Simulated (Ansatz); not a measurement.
I need a short molecular-dynamics run of C2H4BCl, SMILES ClB1CC1. Use Ansatz's Python interface. Settings: B3LYP, 6-31G* basis, multiplicity 1, D3BJ dispersion.

Contents of `c2h4bcl.xyz`:
```text
8

Cl   -2.60360    0.78640   -0.43380
B    -0.92140    0.27920   -0.15650
C     0.60480    0.55430    0.15570
C     0.30240   -0.83350   -0.03270
H     1.18620    1.01420   -0.69290
H     0.81560    0.87530    1.22000
H     0.53240   -1.29300   -1.00080
H     0.17580   -1.44000    0.88520
```

`md_c2h4bcl.py`
```python
"""Molecular dynamics of one C2H4BCl molecule."""

import ansatz as az
import numpy as np

system = az.Crystal.molecule_from_extxyz("c2h4bcl.xyz")

model = (
    system.calculation()
    .basis(gaussian="6-31G*")
    .functional("B3LYP", dispersion="d3bj")
    .md("nvt_langevin", timestep=0.5, steps=30, temperature=200, initial_velocities="maxwell_boltzmann", seed=23, friction=0.05)
)
frames = []
res = model.session().plan().execute(on_event=lambda e: frames.append(e["data"]) if e["event"] == "md_step" else None)
print("t (fs)   E_pot (eV)      E_kin (eV)   T (K)   d(0-1) (A)")
for f in frames[::1]:
    xyz = np.array(f["positions_ang"])
    print(f"{f['time_fs']:6.2f} {f['lagrangian_ev']:14.5f} {f['e_kin_ev']:10.5f} {f['temperature_k']:8.1f} {np.linalg.norm(xyz[0] - xyz[1]):9.4f}")
print("mean temperature", round(float(np.mean([f["temperature_k"] for f in frames])), 1), "K")
```

```console
$ python md_c2h4bcl.py
t (fs)   E_pot (eV)      E_kin (eV)   T (K)   d(0-1) (A)
  0.00   -15337.38964    0.18096    175.0    1.7787
  0.50   -15337.40527    0.20666    199.8    1.7771
  1.00   -15337.42564    0.22822    220.7    1.7758
  1.50   -15337.44582    0.23616    228.4    1.7745
  2.00   -15337.46337    0.26417    255.5    1.7742
  2.50   -15337.47368    0.31593    305.5    1.7746
  3.00   -15337.47878    0.28292    273.6    1.7754
  3.50   -15337.49474    0.29547    285.7    1.7767
  4.00   -15337.53058    0.32561    314.9    1.7785
  4.50   -15337.57960    0.33299    322.0    1.7803
  5.00   -15337.63510    0.39374    380.8    1.7820
  5.50   -15337.68855    0.46338    448.1    1.7841
  6.00   -15337.73281    0.46773    452.3    1.7862
  6.50   -15337.76412    0.55424    536.0    1.7881
  7.00   -15337.78098    0.52186    504.7    1.7898
  7.50   -15337.78697    0.53031    512.8    1.7914
  8.00   -15337.78730    0.49680    480.4    1.7929
  8.50   -15337.78932    0.46835    452.9    1.7944
  9.00   -15337.79343    0.40645    393.1    1.7958
  9.50   -15337.80091    0.37611    363.7    1.7969
 10.00   -15337.81663    0.38214    369.5    1.7982
 10.50   -15337.84154    0.42815    414.0    1.7993
 11.00   -15337.87011    0.42251    408.6    1.7995
 11.50   -15337.89563    0.43235    418.1    1.7992
 12.00   -15337.91449    0.46907    453.6    1.7988
 12.50   -15337.92346    0.46223    447.0    1.7980
 13.00   -15337.92181    0.44388    429.2    1.7969
 13.50   -15337.90899    0.41859    404.8    1.7960
 14.00   -15337.89191    0.38220    369.6    1.7950
 14.50   -15337.87941    0.34761    336.1    1.7937
 15.00   -15337.88029    0.35913    347.3    1.7920
mean temperature 371.1 K
```

Reading the output:
- Total energies depend on the basis set; only differences at equal settings carry meaning.
- The trajectory is only some femtoseconds long, so its temperature is not equilibrated; where the script doesn't relax first, it starts from a rough generated geometry.
- b3lyp holds the VWN-RPA fit, as in Gaussian; the form of ORCA and Turbomole is b3lyp5.
- The printed temperature counts all 3N degrees of freedom under Langevin dynamics, so the first row lies under the target.
- Timing: 83 s on 1 thread of Arm Neoverse V1 (shared host), peak memory 0.21 GiB.
